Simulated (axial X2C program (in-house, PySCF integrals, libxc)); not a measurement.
**NbAs: from the state search to constants**

Aim: find the lowest determinant of NbAs, scan the bond at several levels and fit the constants, once spin-free and once with spin–orbit coupling.

Computed with an in-house X2C program for linear molecules on PySCF integrals. Level: all-electron X2C, Nb dyall-cv3z, As dyall-cv3z.

All values are calculated.

### Step 1. Input

The input, task.json:

```json
{
 "zs": [
  41,
  33
 ],
 "q": 0,
 "bas": [
  "dyall-cv3z",
  "dyall-cv3z"
 ],
 "levels": [
  "PBE0",
  "HF",
  "PBE50"
 ],
 "cc": true,
 "r0": 2.68,
 "thr": -1.0,
 "nmax": 90,
 "npts": 10,
 "nst": 2,
 "ntry": 6
}
```

Keys: zs atomic numbers; q charge; bas basis sets; levels methods (HF also brings MP2); cc coupled cluster on or off; r0 starting distance in Å; thr threshold in hartree for freezing inner shells (an s shell follows its p shell); nmax most natural virtual spinors; npts points asked for on the curve; nst determinants followed; ntry starts of the search.

Run with:

```bash
> python so2c.py task.json out
```

Spin-free means the one-electron spin-free X2C Hamiltonian; two-component (2c) means X2C with spin–orbit coupling and atomic mean-field two-electron Coulomb and Gaunt terms. Basis: Nb dyall-cv3z contracted to [11s12p9d5f3g], As dyall-cv3z contracted to [9s9p6d4f1g]; Gaussian nuclei, density fitting. Masses: Nb 92.906 u, As 74.922 u.

Notation: σ, π±, δ± give the projection m of an orbital's angular momentum (0, ±1, ±2), α and β its spin, Λ and M_S the sums; ω is the projection of a spinor's total angular momentum and Ω the sum. Logs are in hartree.

The results follow Hamiltonian by Hamiltonian and level by level.

### Step 2. Search for the lowest determinant

PBE0 moves the distance from 2.680 Å to 2.279 Å and compares determinants there.

Spin-free determinants:

```csv
ΔE (eV),state,open shells
0.00,"M_S = 1, Λ = 2","beyond closed shells: σα, δ+α"
0.31,"M_S = 1, Λ = 0","beyond closed shells: δ+α, δ-α"
0.63,"M_S = 2, Λ = 1","beyond closed shells: σα, π+α, π+β, π-α, δ+α, δ-α"
0.75,"M_S = 0, Λ = 2","beyond closed shells: σα, δ+β"
0.81,"M_S = 1, Λ = 1","beyond closed shells: σα, π+α, π+β, π-β, δ+α, δ-α"
0.97,"M_S = 2, Λ = 0","beyond closed shells: 2 × σα, δ+α, δ-α"
1.62,"M_S = 1, Λ = 3","beyond closed shells: π+α, δ+α"
```

Two-component determinants:

```
ΔE (eV)  state                                            open shells
   0.00  Ω = 1                excess of +ω over −ω: ω = -1/2, ω = 3/2
   0.11  Ω = 3                 excess of +ω over −ω: ω = 1/2, ω = 5/2
   0.37  Ω = 1                excess of +ω over −ω: ω = -3/2, ω = 5/2
   0.74  Ω = 2                 excess of +ω over −ω: ω = 1/2, ω = 3/2
   0.82  Ω = 0  excess of +ω over −ω: ω = -1/2, 2 × ω = 3/2, ω = -5/2
   0.86  Ω = 2                excess of +ω over −ω: ω = -1/2, ω = 5/2
   0.91  Ω = 2   excess of +ω over −ω: 2 × ω = 1/2, ω = -3/2, ω = 5/2
```

### Step 3. PBE0, spin-free

State followed: M_S = 1, Λ = 2 (beyond closed shells: σα, δ+α). The scan is laid around 2.276 Å, a first estimate of the minimum, and this SCF restarts from the orbitals of the search.

The SCF at the reference distance of 2.276 Å:

```text
spin-free X2C-1e  PBE0
basis functions 257  fitting functions 1291  grid points 5800
iter        total energy     max residual
   1      -6079.668183201     6.96e-01
   2      -6079.699394391     1.91e-03
   3      -6079.699309005     2.06e-03
   4      -6079.699384343     1.06e-03
   5      -6079.699414781     2.03e-04
   6      -6079.699416059     3.84e-05
   7      -6079.699416124     1.76e-05
   8      -6079.699416160     1.77e-05
   9      -6079.699416207     6.79e-06
  10      -6079.699416215     1.64e-06
  11      -6079.699416216     7.49e-07
converged
one-electron -9046.53415509  Coulomb 2856.00106636  exact exchange -50.08918870  xc functional -153.65392541  nuclear repulsion 314.57678663
```

Along the bond, energies from the lowest point:

```csv
R (Å),E (eV),μ (D),HOMO (eV),LUMO (eV),iterations
2.139,0.1459,-4.00,-5.48,-3.07,16
2.208,0.0205,-4.13,-5.54,-3.13,16
2.276,0.0000,-4.21,-5.58,-3.18,11
2.356,0.0612,-4.26,-5.61,-3.20,15
2.435,0.1783,-4.27,-5.62,-3.20,14
2.538,0.3746,-4.24,-5.61,-3.19,15
```

Dipoles are positive if As is the positive end.

Outer orbitals at the reference distance:

```
symmetry  occupied  ε (eV)              atomic character
      σβ       yes  -15.29  65% As s, 12% Nb d, 11% Nb p
      σα       yes  -14.36  64% As s, 14% Nb d, 11% Nb p
      σα       yes   -6.45   48% Nb d, 42% As p, 5% As s
     π+α       yes   -6.32            70% Nb d, 25% As p
      σβ       yes   -6.26   66% As p, 19% Nb d, 8% Nb s
     π-α       yes   -6.22            68% Nb d, 26% As p
     δ+α       yes   -6.12                      99% Nb d
     π-β       yes   -6.08   59% As p, 29% Nb d, 6% Nb p
     π+β       yes   -6.08   59% As p, 29% Nb d, 6% Nb p
      σα       yes   -5.58  61% Nb s, 20% Nb d, 13% As p
     δ-α        no   -3.18                      99% Nb d
     π+α        no   -2.30  44% Nb p, 31% As p, 20% Nb d
      σβ        no   -2.27   65% Nb s, 24% Nb d, 6% Nb p
     π-α        no   -2.23  44% Nb p, 30% As p, 22% Nb d
```

PBE0 fields in the half plane through the axis: z from -2.4 to 4.5 Å across, distance from the axis 0.15 to 2.25 Å upwards; Nb lies at z = 0 and As at z = 2.276 Å; the ELF is damped to zero where the density is low.

log10 density (e/bohr³). Ten even steps from '0' (-4.13 ) to '9' (1.63 ):
```
001111222222222222111000
011122222222222222221100
011223333333333333322110
112233344444444444332211
122334445444444444443221
122344566655555555543321
122345667665556776544322
123345689865557997554322
```

ELF. Ten even steps from ' ' (0.00 ) to '@' (0.89 ):
```
    ..::--------------::::::::::::::....        
    ::--======--------====++========----::..    
  ..::--====----------==**************++==::..  
  ..::----------::::::==##%%######%%%%##**++--..
....::::::::--====--::==##%%##**##%%@@@@%%##++::
....::..::--++##%%##==--####==::::==%%@@@@%%**--
........::++%%**::**##==**++..++++::==@@@@@@##==
........--##%%--++--##++++--==##==**::%%@@@@%%++
```

Re = 2.258 Å, ωe = 326 cm⁻¹, Be = 0.07971 cm⁻¹, De = 2.94 eV, μ = -4.19 D. ⟨S²⟩ = 2.40 against 2.00 for a pure state, so this determinant mixes spins.

### Step 4. HF, spin-free

The SCF at the reference distance of 2.276 Å:

```text
spin-free X2C-1e  HF
basis functions 257  fitting functions 1291  grid points 5800
iter        total energy     max residual
   1      -6076.313056898     3.22e-01
   2      -6076.353310365     1.71e-02
   3      -6076.359567416     1.55e-02
   4      -6076.365824160     7.00e-03
   5      -6076.370723278     4.84e-03
   6      -6076.375772105     2.32e-03
   7      -6076.376674355     1.44e-03
   8      -6076.376978636     1.19e-03
   9      -6076.377159601     1.11e-03
  10      -6076.377357921     8.02e-04
  11      -6076.377443774     3.75e-04
  12      -6076.377470242     1.98e-04
  13      -6076.377473391     1.12e-04
  14      -6076.377474575     5.12e-05
  15      -6076.377474960     3.01e-05
  16      -6076.377475066     1.87e-05
  17      -6076.377475105     8.75e-06
  18      -6076.377475113     3.98e-06
  19      -6076.377475115     1.19e-06
converged
one-electron -9046.37581132  Coulomb 2856.05363856  exact exchange -200.63208898  xc functional 0.00000000  nuclear repulsion 314.57678663
```

No constants are quoted: the lowest point is the long end of the scan.

### Step 5. PBE50, spin-free

Output at 2.276 Å:

```text
spin-free X2C-1e  PBE50
basis functions 257  fitting functions 1291  grid points 5800
iter        total energy     max residual
   1      -6079.782790767     1.08e-01
   2      -6079.787671433     6.57e-03
   3      -6079.785198366     1.10e-02
   4      -6079.789082608     3.11e-03
   5      -6079.789384489     1.86e-03
   6      -6079.789729748     1.09e-03
   7      -6079.790104102     6.27e-04
   8      -6079.790136451     1.69e-04
   9      -6079.790139227     1.00e-04
  10      -6079.790140684     7.15e-05
  11      -6079.790141204     2.84e-05
  12      -6079.790141338     9.59e-06
  13      -6079.790141351     3.84e-06
  14      -6079.790141353     1.74e-06
  15      -6079.790141354     5.52e-07
converged
one-electron -9047.21619866  Coulomb 2856.76971022  exact exchange -100.24016806  xc functional -103.68027149  nuclear repulsion 314.57678663
```

Re = 2.304 Å, ωe = 272.3 cm⁻¹, Be = 0.07658 cm⁻¹, De = 2.45 eV, μ = -4.60 D. ⟨S²⟩ = 2.92 against 2.00 for a pure state, so this determinant mixes spins.

### Step 6. MP2 and beyond, spin-free

Correlated methods: 10 electrons correlated (frozen shells, counted by type: Nb 4 s, 3 p, 1 d; As 3 s, 2 p, 1 d), 328 virtual spinors in MP2, 90 natural virtuals in coupled cluster.

Output of the correlated part at 2.276 Å:

```text
correlated 10  virtual 328  natural virtual 90  E(MP2) -0.194876425  MP2 remainder -0.008431493
iter   CCSD correlation   residual
   1     -0.198741947   1.48e-01
   2     -0.207230875   9.23e-02
   3     -0.215188235   6.56e-02
   4     -0.220749520   4.18e-02
   5     -0.222872549   1.81e-02
   6     -0.223303212   7.50e-03
   7     -0.223468224   3.15e-03
   8     -0.223430738   1.43e-03
   9     -0.223441658   6.14e-04
  10     -0.223446122   2.41e-04
  11     -0.223446903   9.57e-05
  12     -0.223448353   4.08e-05
  13     -0.223447842   2.05e-05
  14     -0.223448319   1.15e-05
  15     -0.223448479   5.24e-06
  16     -0.223448584   2.61e-06
  17     -0.223448619   1.27e-06
  18     -0.223448595   6.31e-07
  19     -0.223448576   3.31e-07
(T) -0.015711047  T1 0.1291  D1 0.2313  max T2 0.070
```

T1 in the output is the amplitude norm over the root of the electron number; divide by √2 for the Lee–Taylor value.

MP2: No constants are quoted: the reference is strongly spin-contaminated.

CCSD: Re = 2.284 Å, ωe = 315 cm⁻¹, ωexe = 1.62 cm⁻¹, Be = 0.07789 cm⁻¹, De = 2.53 eV. T1 at Re = 0.091 (Lee–Taylor, the printed value over √2).

CCSD(T): Re = 2.267 Å, ωe = 339 cm⁻¹, Be = 0.07908 cm⁻¹, De = 2.84 eV. T1 at Re = 0.091 (Lee–Taylor, the printed value over √2).

### Step 7. A higher determinant, spin-free

State: M_S = 1, Λ = 0 (beyond closed shells: δ+α, δ-α).

Output at the reference distance:

```text
spin-free X2C-1e  PBE0
basis functions 257  fitting functions 1291  grid points 5800
iter        total energy     max residual
   1      -6079.657431727     6.54e-01
   2      -6079.687854092     1.77e-03
   3      -6079.687805506     1.80e-03
   4      -6079.687841447     1.05e-03
   5      -6079.687871230     2.79e-04
   6      -6079.687873726     3.27e-05
   7      -6079.687873790     1.75e-05
   8      -6079.687873827     1.95e-05
   9      -6079.687873875     5.41e-06
  10      -6079.687873880     1.18e-06
  11      -6079.687873881     6.12e-07
converged
one-electron -9049.00420374  Coulomb 2858.56899409  exact exchange -50.10842697  xc functional -153.72102390  nuclear repulsion 314.57678663
```

```csv
R (Å),E above the lowest PBE0 point (eV)
2.139,0.539
2.208,0.373
2.276,0.314
2.356,0.338
2.435,0.423
2.538,0.586
```

Re = 2.292 Å, ωe = 305 cm⁻¹, Be = 0.07735 cm⁻¹, μ = -5.68 D. ⟨S²⟩ = 2.46 against 2.00 for a pure state, so this determinant mixes spins. Te = 0.31 eV.

### Step 8. The spin-free curves together

Energy (eV) of the followed determinant, spin-free, from each level's lowest point:

```csv
R (Å),PBE0,HF,MP2 (spin-contaminated),CCSD,CCSD(T),PBE50
2.139,0.146,1.125,0.080,0.208,0.177,0.204
2.208,0.021,0.746,0.009,0.051,0.034,0.058
2.276,0.000,0.467,0.000,0.000,0.000,0.000
2.356,0.061,0.238,0.036,0.034,0.059,0.009
2.435,0.178,0.093,0.102,0.130,0.184,0.074
2.538,0.375,0.000,0.217,0.302,0.394,0.209
```

### Step 9. PBE0, 2c

State followed: Ω = 1 (excess of +ω over −ω: ω = -1/2, ω = 3/2). The scan is laid around 2.276 Å, a first estimate of the minimum, and this SCF restarts from the orbitals of the search.

Output at 2.276 Å:

```text
two-component X2C + atomic mean field  PBE0
basis functions 257  fitting functions 1291  grid points 5800
iter        total energy     max residual
   1      -6077.434208450     6.98e-01
   2      -6077.466227495     1.92e-03
   3      -6077.466160636     1.87e-03
   4      -6077.466215143     1.08e-03
   5      -6077.466245830     2.28e-04
   6      -6077.466247344     4.35e-05
   7      -6077.466247431     1.95e-05
   8      -6077.466247487     2.19e-05
   9      -6077.466247556     6.96e-06
  10      -6077.466247563     1.42e-06
  11      -6077.466247564     5.73e-07
converged
one-electron -9040.68592153  Coulomb 2854.84413365  exact exchange -50.06670390  xc functional -153.58613226  nuclear repulsion 314.57678663  atomic mean-field constant -2.54841015
```

Along the bond, energies from the lowest point:

```csv
R (Å),E (eV),μ (D),HOMO (eV),LUMO (eV),iterations
2.139,0.1484,-4.00,-5.47,-3.01,16
2.208,0.0217,-4.12,-5.53,-3.07,16
2.276,0.0000,-4.21,-5.57,-3.12,11
2.356,0.0601,-4.25,-5.59,-3.14,15
2.435,0.1764,-4.26,-5.61,-3.15,14
2.538,0.3718,-4.24,-5.60,-3.13,15
```

Dipoles are positive if As is the positive end.

Outer spinors at the reference distance:

```tsv
ω	occupied	ε (eV)	atomic character	λ mixture
1/2	yes	-15.29	65% As s, 12% Nb d, 11% Nb p	100% σ
-1/2	yes	-14.36	64% As s, 14% Nb d, 11% Nb p	100% σ
-1/2	yes	-6.45	46% Nb d, 43% As p, 4% As s	97% σ, 3% π
1/2	yes	-6.36	64% Nb d, 30% As p	92% π, 8% σ
1/2	yes	-6.24	61% As p, 24% Nb d, 8% Nb s	92% σ, 8% π
3/2	yes	-6.19	97% Nb d, 2% As p	96% δ, 4% π
-3/2	yes	-6.18	69% Nb d, 26% As p	100% π
-1/2	yes	-6.14	57% As p, 30% Nb d, 5% Nb p	97% π, 3% σ
3/2	yes	-5.99	56% As p, 32% Nb d, 5% Nb p	96% π, 4% δ
-1/2	yes	-5.57	61% Nb s, 20% Nb d, 14% As p	99% σ, 1% π
-5/2	no	-3.12	99% Nb d	100% δ
1/2	no	-2.35	42% Nb p, 30% As p, 21% Nb d	95% π, 5% σ
1/2	no	-2.26	62% Nb s, 24% Nb d, 9% Nb p	95% σ, 5% π
-3/2	no	-2.17	44% Nb p, 30% As p, 21% Nb d	100% π
```

PBE0 fields in the half plane through the axis: z from -2.4 to 4.5 Å across, distance from the axis 0.15 to 2.25 Å upwards; Nb lies at z = 0 and As at z = 2.276 Å; the ELF is damped to zero where the density is low.

log10 density (e/bohr³). Ten even steps from ' ' (-4.13 ) to '@' (1.63 ):
```
    ........::::::::::::::::::::::::......      
  ......::::::::::::::::::::::::::::::::....    
  ....::::----------------------------::::....  
....::::------======================----::::....
..::::----======++======================--::::..
..::::--====++******++++++++++++++++++==----::..
..::::--==++****##****++++++**####**++====--::::
..::----==++**%%@@%%**++++++##@@@@##++++==--::::
```

ELF. Ten even steps from ' ' (0.00 ) to '@' (0.89 ):
```
    ..::--------------::::::::::::::....        
    ::--======--------====++========----::..    
  ..::--====----------==**************++==::..  
  ..::----------::::::==##%%######%%%%##**++--..
..::::::::::--====--::==##%%##**##%%@@@@%%##++::
....::..::--++##%%##==--####==::::==%%@@@@%%**--
........::++%%**::**##==**++..++++::==@@@@@@##==
........--##%%--++==##++++--==##==**::%%@@@@%%++
```

Re = 2.259 Å, ωe = 326 cm⁻¹, Be = 0.07964 cm⁻¹, De = 2.99 eV, μ = -4.19 D.

### Step 10. HF, 2c

Output at 2.276 Å:

```text
two-component X2C + atomic mean field  HF
basis functions 257  fitting functions 1291  grid points 5800
iter        total energy     max residual
   1      -6074.080227011     3.22e-01
   2      -6074.120444258     1.69e-02
   3      -6074.126699781     1.56e-02
   4      -6074.132927694     6.97e-03
   5      -6074.137848476     4.92e-03
   6      -6074.142996541     2.31e-03
   7      -6074.143938828     1.40e-03
   8      -6074.144238683     1.11e-03
   9      -6074.144415862     1.11e-03
  10      -6074.144607718     8.02e-04
  11      -6074.144691639     3.71e-04
  12      -6074.144718608     1.93e-04
  13      -6074.144722062     1.03e-04
  14      -6074.144723452     5.12e-05
  15      -6074.144723999     4.27e-05
  16      -6074.144724277     3.45e-05
  17      -6074.144724557     2.33e-05
  18      -6074.144724725     1.30e-05
  19      -6074.144724798     9.67e-06
  20      -6074.144724817     5.76e-06
  21      -6074.144724823     2.73e-06
  22      -6074.144724824     1.41e-06
converged
one-electron -9040.52544228  Coulomb 2854.89463473  exact exchange -200.54229375  xc functional 0.00000000  nuclear repulsion 314.57678663  atomic mean-field constant -2.54841015
```

No constants are quoted: the lowest point is the long end of the scan.

### Step 11. PBE50, 2c

Output at 2.276 Å:

```text
two-component X2C + atomic mean field  PBE50
basis functions 257  fitting functions 1291  grid points 5800
iter        total energy     max residual
   1      -6077.549754976     1.08e-01
   2      -6077.554636443     6.49e-03
   3      -6077.552210454     1.11e-02
   4      -6077.556038207     3.11e-03
   5      -6077.556340054     1.89e-03
   6      -6077.556686420     1.13e-03
   7      -6077.557067780     6.25e-04
   8      -6077.557100625     1.68e-04
   9      -6077.557103055     8.32e-05
  10      -6077.557104330     7.17e-05
  11      -6077.557104749     2.98e-05
  12      -6077.557104859     9.41e-06
  13      -6077.557104869     3.90e-06
  14      -6077.557104871     1.56e-06
converged
one-electron -9041.36944022  Coulomb 2855.61430380  exact exchange -100.19522886  xc functional -103.63511607  nuclear repulsion 314.57678663  atomic mean-field constant -2.54841015
```

Re = 2.305 Å, ωe = 271.7 cm⁻¹, Be = 0.0765 cm⁻¹, De = 2.50 eV, μ = -4.59 D.

### Step 12. MP2 and beyond, 2c

Correlated methods: 10 electrons correlated (frozen shells, counted by type: Nb 4 s, 3 p, 1 d; As 3 s, 2 p, 1 d), 328 virtual spinors in MP2, 90 natural virtuals in coupled cluster.

Output of the correlated part at 2.276 Å:

```text
correlated 10  virtual 328  natural virtual 90  E(MP2) -0.194600411  MP2 remainder -0.008445475
iter   CCSD correlation   residual
   1     -0.198523805   1.48e-01
   2     -0.207023172   9.22e-02
   3     -0.214958601   6.55e-02
   4     -0.220499532   4.18e-02
   5     -0.222614279   1.81e-02
   6     -0.223047740   7.54e-03
   7     -0.223213304   3.18e-03
   8     -0.223176403   1.44e-03
   9     -0.223187200   6.25e-04
  10     -0.223191635   2.51e-04
  11     -0.223192317   1.04e-04
  12     -0.223193772   4.84e-05
  13     -0.223193147   2.69e-05
  14     -0.223193760   1.61e-05
  15     -0.223193977   8.01e-06
  16     -0.223194139   4.41e-06
  17     -0.223194174   2.28e-06
  18     -0.223194121   1.21e-06
  19     -0.223194084   6.62e-07
  20     -0.223194063   3.68e-07
  21     -0.223194049   1.92e-07
(T) -0.015666100  T1 0.1290  D1 0.2264  max T2 0.071
```

MP2: No constants are quoted: the reference is strongly spin-contaminated.

CCSD: Re = 2.286 Å, ωe = 313 cm⁻¹, Be = 0.07778 cm⁻¹, De = 2.57 eV. T1 at Re = 0.091 (Lee–Taylor, the printed value over √2).

CCSD(T): Re = 2.268 Å, ωe = 335 cm⁻¹, Be = 0.07901 cm⁻¹, De = 2.87 eV. T1 at Re = 0.091 (Lee–Taylor, the printed value over √2).

### Step 13. A higher determinant, 2c

State: Ω = 3 (excess of +ω over −ω: ω = 1/2, ω = 5/2).

Output at the reference distance:

```text
two-component X2C + atomic mean field  PBE0
basis functions 257  fitting functions 1291  grid points 5800
iter        total energy     max residual
   1      -6077.429990929     6.98e-01
   2      -6077.462009914     1.91e-03
   3      -6077.461941503     1.89e-03
   4      -6077.461997669     1.07e-03
   5      -6077.462028365     2.27e-04
   6      -6077.462029864     4.42e-05
   7      -6077.462029955     2.04e-05
   8      -6077.462030016     2.25e-05
   9      -6077.462030090     7.02e-06
  10      -6077.462030098     1.51e-06
  11      -6077.462030099     5.87e-07
converged
one-electron -9040.62089671  Coulomb 2854.78152142  exact exchange -50.06641970  xc functional -153.58461158  nuclear repulsion 314.57678663  atomic mean-field constant -2.54841015
```

```csv
R (Å),E above the lowest PBE0 point (eV)
2.139,0.262
2.208,0.136
2.276,0.115
2.356,0.176
2.435,0.292
2.538,0.488
```

Re = 2.258 Å, ωe = 326 cm⁻¹, Be = 0.07968 cm⁻¹, μ = -4.17 D. Te = 0.11 eV.

### Step 14. The 2c curves together

Energy (eV) of the followed determinant, 2c, from each level's lowest point:

```csv
R (Å),PBE0,HF,MP2 (spin-contaminated),CCSD,CCSD(T),PBE50
2.139,0.148,1.130,0.086,0.204,0.170,0.207
2.208,0.022,0.750,0.012,0.052,0.034,0.059
2.276,0.000,0.469,0.000,0.000,0.000,0.000
2.356,0.060,0.239,0.033,0.032,0.057,0.008
2.435,0.176,0.093,0.097,0.127,0.181,0.072
2.538,0.372,0.000,0.211,0.297,0.389,0.206
```

Time for the job: 4.4 min (1 thread of Arm Neoverse V1, shared host).

### Step 15. What came out

Lowest determinant that the search found at its distance, spin-free: M_S = 1, Λ = 2 (beyond closed shells: σα, δ+α).

Lowest determinant that the search found at its distance, 2c: Ω = 1 (excess of +ω over −ω: ω = -1/2, ω = 3/2).

```
Hamiltonian    level  Re (Å)  ωe (cm⁻¹)  De (eV)  μ (D)
  spin-free     PBE0   2.258        326     2.94  -4.19
  spin-free     CCSD   2.284        315     2.53    n/a
  spin-free  CCSD(T)   2.267        339     2.84    n/a
  spin-free    PBE50   2.304      272.3     2.45  -4.60
         2c     PBE0   2.259        326     2.99  -4.19
         2c     CCSD   2.286        313     2.57    n/a
         2c  CCSD(T)   2.268        335     2.87    n/a
         2c    PBE50   2.305      271.7     2.50  -4.59
```

Dipoles are positive if As is the positive end. No constants: spin-free HF (the lowest point is the long end of the scan); spin-free MP2 (the reference is strongly spin-contaminated); 2c HF (the lowest point is the long end of the scan); 2c MP2 (the reference is strongly spin-contaminated). Spin-free ⟨S²⟩ is off its pure value at PBE0 2.40, PBE50 2.92.

Time per point (s) on 1 thread of Arm Neoverse V1, shared host (2c runs; CCSD comes with the CCSD(T) run); the times are rough: PBE0 1.7, CCSD(T) 6.3, PBE50 1.8.

At CCSD(T), going from spin-free to two-component changes Re by +1 mÅ, ωe by -1.3 %; the spin-free picture holds up (part of it comes from the scalar share of the two-electron terms). De moves by +0.03 eV; both De rest on single-determinant atoms, which can miss part of an open shell's spin–orbit lowering.

De refers to Nb + As, each in the lowest determinant found, which need not be this curve's own limit. Each curve is one determinant whose occupation by symmetry is held fixed; it was picked as the lowest of a PBE0 search that is not exhaustive. De is counted from the lowest determinant-based energies of the atoms at the same level, without counterpoise correction. Density functionals use the spin component along the axis (collinear). CCSD and (T) use frozen natural virtuals with an MP2 correction for the truncation. With several unpaired electrons one determinant need not be a pure state. The spin-free determinant is spin-contaminated at some levels. With the outer-core shells frozen, correlated bond lengths of heavy atoms tend to come out a few hundredths of an ångström too long. T1 at Re is 0.091 (Lee–Taylor), above the customary mark of 0.02.
